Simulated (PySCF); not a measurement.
# Cl3H3HfN (Hf(Cl)3(NH3)+): the cost of one run

Computed with PySCF 2.14.0. Level: PBE0, Hf def2-SVP with ECP60, Cl def2-SVP, N def2-SVP, H def2-SVP; scalar-relativistic core potentials, no spin–orbit coupling.

1 further run of the same task is left out (for a known fault of the program).

## 1. The starting structure

8 atoms, charge 1, spin multiplicity 1.

Bond lengths: Hf1–Cl2 2.362 Å, Hf1–Cl3 2.362 Å, Hf1–Cl4 2.362 Å, Hf1–N5 2.240 Å, N5–H6 1.020 Å, N5–H7 1.020 Å, N5–H8 1.020 Å. Angles: Cl2–Hf1–Cl3 109.5°, Cl2–Hf1–Cl4 109.5°, Cl2–Hf1–N5 109.5°, Cl3–Hf1–Cl4 109.5°, Cl3–Hf1–N5 109.5°, Cl4–Hf1–N5 109.5°, Hf1–N5–H6 113.0°, Hf1–N5–H7 113.0°, Hf1–N5–H8 113.0°, H6–N5–H7 105.8°, H6–N5–H8 105.8°, H7–N5–H8 105.8°.

As a file:

```xyz
8

Hf    0.00000    0.00000    0.00000
Cl    1.36380    1.36380    1.36380
Cl   -1.36380   -1.36380    1.36380
Cl    1.36380   -1.36380   -1.36380
N    -1.29330    1.29330   -1.29330
H    -1.90640    1.90640   -0.75620
H    -0.75620    1.90640   -1.90640
H    -1.90640    0.75620   -1.90640
```

Formal oxidation states: Hf +4.

## 2. SCF at the start, singlet

Contents of run.py (the lines that set the calculation):

```python
mol = gto.M(atom='''
Hf     0.00000     0.00000     0.00000
Cl     1.36380     1.36380     1.36380
Cl    -1.36380    -1.36380     1.36380
Cl     1.36380    -1.36380    -1.36380
N     -1.29330     1.29330    -1.29330
H     -1.90640     1.90640    -0.75620
H     -0.75620     1.90640    -1.90640
H     -1.90640     0.75620    -1.90640''',
    basis={'Hf': 'def2-SVP', 'Cl': 'def2-SVP', 'N': 'def2-SVP', 'H': 'def2-SVP'},
    ecp={'Hf': 'def2-SVP'},
    charge=1, spin=0)
mf = dft.RKS(mol, xc='PBE0')
mf.grids.atom_grid = (50, 194)
mf = mf.density_fit()  # fitting sets: Hf def2-universal-JKFIT, Cl def2-universal-JKFIT, N def2-universal-JKFIT, H def2-universal-JKFIT
mf.conv_tol = 1e-08; mf.max_cycle = 55
mf.kernel(dm0)  # dm0: free metal ions and neutral atoms
```

Command:

```bash
> OMP_NUM_THREADS=2 python run.py
```

Q: Estimate wall time and peak memory on 2 threads of Arm Neoverse V1, shared host.

About 3.3 s, with a peak of 0.56 GiB.
